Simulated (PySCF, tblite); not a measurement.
# C₇H₁₅Al: geometry, infrared bands and NMR shifts

Aim: predict the infrared bands and NMR shifts of C₇H₁₅Al (`C=[CH][Al]([CH3])[C](C)(C)C`).

The runs use tblite 0.8.0 and PySCF 2.14.0, with density-fitted response routines of our own; the level of theory stands in each step. All values are computed, except where a source is named. Atoms are numbered from 0 throughout.

## (1) The starting structure

23 atoms, charge 0, multiplicity 1; geometry from: force field or distance geometry start.

Bonds of the start (Å): C0–C1 1.34, C1–Al2 1.96, Al2–C3 2.00, Al2–C4 2.03, C4–C5 1.53, C4–C6 1.54, C4–C7 1.53, C0–H8 1.08, C0–H9 1.07, C1–H10 1.09, C3–H11 1.11, C3–H12 1.11, C3–H13 1.10, C5–H14 1.11, C5–H15 1.13, C5–H16 1.11, C6–H17 1.10, C6–H18 1.12, C6–H19 1.11, C7–H20 1.10, C7–H21 1.11, C7–H22 1.11.

## (2) Relaxing the molecule with GFN2-xTB

The job: settings as JSON, then the geometry in Å.

```
{"job": {"kind": "relax", "xc": "GFN2-xTB", "basis": "xTB"}, "charge": 0, "multiplicity": 1}
C      3.476100    -0.633800    -0.562800
C      2.181900    -0.980600    -0.469800
Al     0.790600     0.330200    -0.039500
C      1.265800     2.252400     0.228000
C     -1.145600    -0.276400     0.104100
C     -1.257600    -1.328200     1.208100
C     -2.036300     0.934700     0.423900
C     -1.563300    -0.883100    -1.242300
H      3.781500     0.396500    -0.416200
H      4.215700    -1.379100    -0.788200
H      1.893700    -2.022000    -0.609500
H      1.971400     2.319200     1.088000
H      0.350200     2.837700     0.469900
H      1.751200     2.638000    -0.685100
H     -2.304000    -1.675000     1.311200
H     -0.940000    -0.898400     2.199200
H     -0.606100    -2.201100     0.989800
H     -1.963400     1.699300    -0.367300
H     -1.735400     1.392800     1.400200
H     -3.095100     0.620000     0.514900
H     -0.931400    -1.752800    -1.497000
H     -1.486500    -0.136400    -2.062400
H     -2.618200    -1.227000    -1.187000
```

Run with:

```console
$ OMP_NUM_THREADS=1 python probes_run.py task.json out
```

One launch serves the whole session: the jobs run in the order shown.

**Question.** This job is followed by: GFN2-xTB harmonic vibrations, gas phase; GIAO PBE0/pcSseg-1 NMR shielding, non-relativistic, gas phase. What will the session give for the following? strongest single infrared mode (GFN2-xTB); zero-point energy (GFN2-xTB); ¹³C shifts against TMS (PBE0/pcSseg-1, means over atoms taken as alike); ¹H shifts against TMS (PBE0/pcSseg-1, means over atoms taken as alike); ²⁷Al shifts against AlH4- (PBE0/pcSseg-1); surface potential, 1st and 99th percentile.

As calculated:

| quantity | value |
| --- | --- |
| strongest single infrared mode (GFN2-xTB) | 626 cm⁻¹, 224 km/mol |
| zero-point energy (GFN2-xTB) | 120.8 kcal/mol |
| ¹³C shifts against TMS (PBE0/pcSseg-1, means over atoms taken as alike) | 154.0, 153.0, 30.4, 26.1, -12.5 ppm |
| ¹H shifts against TMS (PBE0/pcSseg-1, means over atoms taken as alike) | 7.20, 7.01, 6.53, 1.16, 0.04 ppm |
| ²⁷Al shifts against AlH4- (PBE0/pcSseg-1) | 196.9 ppm |
| surface potential, 1st and 99th percentile | -0.57 V and 2.21 V |

In words: Relaxing lowered the energy by 0.179 eV in 57 steps; the close pair that moved most is C5–H15, from 1.126 to 1.091 Å. No mode is imaginary among the 63: a minimum at this level. The strongest single mode, at 626 cm⁻¹, is spread over many atoms; the largest shares are those of Al2. Unscaled tight-binding wavenumbers are off by several per cent, some by more. Its intensities can rank the bands wrongly. C1 (alkene CH) lies farthest downfield among carbon, at 154.0 ppm; an sp2 carbon of a C=C bond. H10 (hydrogen on an alkene CH) lies farthest downfield among hydrogen, at 7.20 ppm; attached to an sp2 carbon and in the plane of the double bond. At PBE0/pcSseg-1: Shielding is most anisotropic at C1 (span 275 ppm, paramagnetic term -227 ppm). At PBE0/pcSseg-1, counted by nearest atom on the grid, the HOMO lies on C4 39 %; Al2 16 %, the LUMO on Al2 38 %; C0 16 %.
